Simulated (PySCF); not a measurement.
# CI₂: relaxation and vibrations of the triplet

Where does triplet CI₂ go from a PBE0 minimum start, is the end point a minimum, and what are its modes, charges and moments?

Method: PBE0, basis C def2-SVP, I def2-SVP with ECP28, scalar-relativistic core potentials, no spin–orbit coupling, density fitting; program: PySCF 2.14.0.

**1. Where the work starts**

3 atoms, charge 0, spin multiplicity 3.

Bond lengths: C1–I2 2.030 Å, C1–I3 2.030 Å. Angles: I2–C1–I3 133.4°.

```xyz
3
charge 0 multiplicity 3
C     0.0000    0.0000   -0.7661
I     1.8643    0.0000    0.0366
I    -1.8643    0.0000    0.0366
```

**2. The SCF at the typed geometry**

One driver script runs all steps and calls PySCF; scf.py shows how it sets up the SCF of each step. The optimiser is the driver's own. After this first run the driver tries any further starts and a stability analysis.

File scf.py:

```python
from pyscf import gto, scf, dft
mol = gto.M(atom='''
C      0.000000     0.000000    -0.766108
I      1.864271    -0.000000     0.036605
I     -1.864271     0.000000     0.036605''',
    basis={'C': 'def2-SVP', 'I': 'def2-SVP'},
    ecp={'I': 'def2-SVP'},
    charge=0, spin=2)
mf = dft.UKS(mol, xc='PBE0')
mf.grids.atom_grid = (50, 194)
aux = {'C': 'def2-universal-JKFIT', 'I': 'def2-universal-JKFIT'}
mf = mf.density_fit(auxbasis=aux)
mf.conv_tol = 1e-08
mf.diis_space = 10
mf.max_cycle = 60
mf.init_guess = 'huckel'
mf.verbose = 4
mf.kernel()
```

Run with:

```
$ OMP_NUM_THREADS=2 python axn.py task.json out
```

After this run come: Relaxing the triplet from the PBE0 minimum start; Vibrations and properties at this point.

**Question.** What will these runs give? Wanted: minimum; geometry; wavenumbers; dipole moment; highest occupied, lowest empty level; polar-tensor charge of C1; zero-point energy; atomisation energy; ⟨S²⟩.

As calculated:

```
                                          quantity                           value
                                           minimum                    triplet, C2v
                                          geometry  C–I 2.030 Å (×2); I–C–I 133.4°
                                wavenumbers (cm⁻¹)    132 (a1), 426 (a1), 813 (b2)
                                     dipole moment                          0.94 D
highest occupied, lowest empty level (either spin)                 -6.06, -3.09 eV
                         polar-tensor charge of C1                         +0.28 e
                                 zero-point energy                      8.2 kJ/mol
                               entropy at 298.15 K                 311.8 J/(mol K)
         atomisation energy (no zero-point energy)                      501 kJ/mol
                                              ⟨S²⟩                           2.013
```

**Reading.** The molecule stays C2v, as typed, and the end point is a minimum. In the infrared the band at 813 cm⁻¹ (b2) leads. Most of the spin sits on C1 (Mulliken spin 1.62, against 2 for the whole molecule). Other starts or spin states, not run here, may lie lower. With an element this heavy the missing spin–orbit coupling can shift these numbers.
